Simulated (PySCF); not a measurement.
**KTe+: bond curves at several levels of theory**

What are the lowest state that PBE0 finds, the bond length, vibrational wavenumber and bond energy of KTe+, and how much do these hang on the method?

Program: PySCF 2.14.0. Level of theory: K x2c-SVPall, Te x2c-SVPall, spin-free X2C with a Gaussian nucleus. These are calculated values, not measurements.

## 1. Input

A driver script around PySCF takes these settings:

```json
{
 "atoms": "K, Te",
 "charge": "1",
 "basis": "K x2c-SVPall, Te x2c-SVPall",
 "Hamiltonian": "spin-free X2C with a Gaussian nucleus",
 "basis functions": "60",
 "electrons treated": "70",
 "masses in u": "38.9637, 129.9062",
 "levels": "PBE0, PBE, r²SCAN, TPSSh, M06-L, PBEsol, HF, MP2, SCS-MP2, CCSD, CCSD(T)",
 "grid": "80 radial by 434 angular points",
 "occupations": "held fixed by the projection of orbital angular momentum",
 "dissociation limit": "K+ + Te, each in its ground configuration",
 "starting distance in angstrom": "3.365",
 "values of 2S to try": "0, 2"
}
```

The run is started by

```
OMP_NUM_THREADS=1 python dia.py task.json out
```

The runs that follow: First curve: PBE0; Higher solutions at PBE0; PBE (GGA); r²SCAN (meta-GGA); TPSSh; M06-L (meta-GGA); PBEsol; UHF; Adding correlation.

Before running it: what results should come out? Wanted: for each run, Re; ωe; De; μ.

As calculated:

Lowest PBE0 solution found, without spin–orbit coupling: ³Σ⁻ (triplet), unpaired electrons π ↑↑. State 2 has its PBE0 minimum 0.36 eV higher, as a spin-mixed determinant (⟨S²⟩ = 1.01), so this is no gap between pure states. State 3 has its PBE0 minimum 0.41 eV higher. State 4 has its PBE0 minimum 0.77 eV higher, as a spin-mixed determinant (⟨S²⟩ = 1.01), so this is no gap between pure states. The other levels ran on the lowest alone.

| level | Re (Å) | ωe (cm⁻¹) | De (eV) | μ (D) |
| --- | --- | --- | --- | --- |
| UHF | 3.762 | 82.0 | 0.436 | -11.98 |
| UHF-MP2 | 3.711 | 87.9 | 0.491 | n/a |
| UHF-SCS-MP2 | 3.724 | 86.9 | 0.483 | n/a |
| UHF-CCSD | 3.720 | 87.7 | 0.492 | n/a |
| UHF-CCSD(T) | 3.719 | 88.0 | 0.498 | n/a |
| PBE | 3.644 | 89.0 | 0.53 | -11.06 |
| PBEsol | 3.604 | 90.5 | 0.54 | -10.95 |
| r²SCAN | 3.673 | 86.5 | 0.446 | -11.47 |
| M06-L | 3.704 | 81.9 | 0.366 | -11.58 |
| TPSSh | 3.667 | 86.2 | 0.490 | -11.34 |
| PBE0 | 3.636 | 89.1 | 0.497 | -11.23 |

De is counted to K+ + Te in their ground configurations. A positive dipole points from K to Te; in an ion it is taken about the centre of mass and does not tell which atom is negative.

What this shows: The methods spread over 0.158 Å in bond length, from PBEsol to UHF. CCSD(T) can't serve as the judge here: for a weak bond in this basis it is far from its limit. Of the levels with a De here, M06-L gives the least (0.366 eV) and PBEsol the most (0.54 eV).

Correlated steps freeze 23 core orbitals. These are scalar-relativistic numbers at best; spin–orbit coupling would shift them, the dissociation energy most. With spin–orbit coupling the term label itself may not hold.
